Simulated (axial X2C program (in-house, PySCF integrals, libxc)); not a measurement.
# OGeO: bond lengths and stretches, held linear

Aim: the two bond lengths and stretching wavenumbers of linear OGeO, with and without spin–orbit coupling, at PBE0, HF, r2SCAN, MP2.

Method: all-electron X2C, two-component (2c) or spin-free, O dyall-av3z, Ge dyall-v3z; program: an in-house X2C program for linear molecules on PySCF integrals.

All values are calculated.

1 further run of the same task is left out (set aside as unsound or not needed).

### 1 The job

File task.json:

```json
{"zs": [8, 32, 8], "q": 0, "bas": ["dyall-av3z", "dyall-v3z", "dyall-av3z"], "r0": [1.68, 1.68], "symm": 1, "scan": ["PBE0", "HF", "r2SCAN"], "levels": ["PBE0", "HF", "LDA"], "nst": 2}
```

Keys: zs atomic numbers; q charge; bas basis sets; r0 starting distance in Å; symm equal bonds; scan levels of the two-bond scan (MP2 follows by itself at each HF point); levels methods; nst determinants followed.

The run is started by

```sh
> python solin.py task.json out
```

Masses O 15.995, Ge 73.921, O 15.995 u.

### 2 Scan at PBE0, 2c

State: Ω = 0 (all partner blocks equally filled). Energies above the lowest point, from the job's result record:

| r(O–Ge) (Å) | r(Ge–O) (Å) | E (meV) |
| --- | --- | --- |
| 1.5697 | 1.5697 | 79.77 |
| 1.5697 | 1.6100 | 39.91 |
| 1.5697 | 1.6502 | 79.08 |
| 1.6100 | 1.5697 | 39.91 |
| 1.6100 | 1.6100 | 0.00 |
| 1.6100 | 1.6502 | 39.11 |
| 1.6100 | 1.6905 | 140.15 |
| 1.6502 | 1.5697 | 79.08 |
| 1.6502 | 1.6100 | 39.11 |
| 1.6502 | 1.6502 | 78.17 |
| 1.6905 | 1.6100 | 140.15 |
| 1.6905 | 1.6905 | 280.14 |

A quadratic surface with cubic terms in each bond gives the minimum at 1.609 and 1.609 Å, force constants 7.87, 7.87 and coupling 0.00 mdyn/Å.

### 3 Scan at HF, 2c

State: Ω = 0 (all partner blocks equally filled). Energies above the lowest point, from the job's result record:

| r(O–Ge) (Å) | r(Ge–O) (Å) | E (meV) |
| --- | --- | --- |
| 1.5697 | 1.5697 | 0.00 |
| 1.5697 | 1.6100 | 12.09 |
| 1.5697 | 1.6502 | 101.08 |
| 1.6100 | 1.5697 | 12.09 |
| 1.6100 | 1.6100 | 26.04 |
| 1.6100 | 1.6502 | 116.99 |
| 1.6100 | 1.6905 | 265.79 |
| 1.6502 | 1.5697 | 101.08 |
| 1.6502 | 1.6100 | 116.99 |
| 1.6502 | 1.6502 | 210.10 |
| 1.6905 | 1.6100 | 265.79 |
| 1.6905 | 1.6905 | 515.03 |

A quadratic surface with cubic terms in each bond gives the minimum at 1.584 and 1.584 Å, force constants 8.91, 8.91 and coupling 0.22 mdyn/Å.

### 4 Scan at r2SCAN, 2c

State: Ω = 0 (all partner blocks equally filled). Energies above the lowest point, from the job's result record:

| r(O–Ge) (Å) | r(Ge–O) (Å) | E (meV) |
| --- | --- | --- |
| 1.5697 | 1.5697 | 103.43 |
| 1.5697 | 1.6100 | 51.94 |
| 1.5697 | 1.6502 | 79.79 |
| 1.6100 | 1.5697 | 51.94 |
| 1.6100 | 1.6100 | 0.00 |
| 1.6100 | 1.6502 | 27.37 |
| 1.6100 | 1.6905 | 117.34 |
| 1.6502 | 1.5697 | 79.79 |
| 1.6502 | 1.6100 | 27.37 |
| 1.6502 | 1.6502 | 54.25 |
| 1.6905 | 1.6100 | 117.34 |
| 1.6905 | 1.6905 | 232.71 |

A quadratic surface with cubic terms in each bond gives the minimum at 1.615 and 1.615 Å, force constants 7.64, 7.64 and coupling -0.05 mdyn/Å.

### 5 The levels side by side

| level | r(O–Ge) (Å) | r(Ge–O) (Å) | lower stretch (cm⁻¹) | upper stretch (cm⁻¹) |
| --- | --- | --- | --- | --- |
| PBE0, 2c | 1.609 | 1.609 | 913.6 | 1094.2 |
| HF, 2c | 1.584 | 1.584 | 984.1 | 1149.7 |
| r2SCAN, 2c | 1.615 | 1.615 | 897.5 | 1081.0 |
| MP2, 2c | 1.623 | 1.623 | 903.2 | 1116.2 |
| PBE0, spin-free | 1.608 | 1.608 | 913.7 | 1094.3 |
| HF, spin-free | 1.584 | 1.584 | 984.3 | 1149.7 |
| r2SCAN, spin-free | 1.615 | 1.615 | 897.6 | 1081.1 |
| MP2, spin-free | 1.623 | 1.623 | 903.0 | 1116.1 |

Scans not shown above were run alike.

**Reading.** Over the levels the O–Ge bond spans 1.584 to 1.623 Å and the Ge–O bond 1.584 to 1.623 Å. At PBE0 spin–orbit coupling leaves both bonds unchanged to 0.001 Å. Each state is one determinant, the lowest of a limited PBE0 search; the stretches come from a fit to few points and are good to some per cent at best. The stretches are sorted by size, and where the two bonds are alike the symmetric and antisymmetric modes can swap order between levels. MP2 freezes inner shells (threshold -2 hartree). The molecule was held linear; bending was not examined, so a bent shape may lie lower.
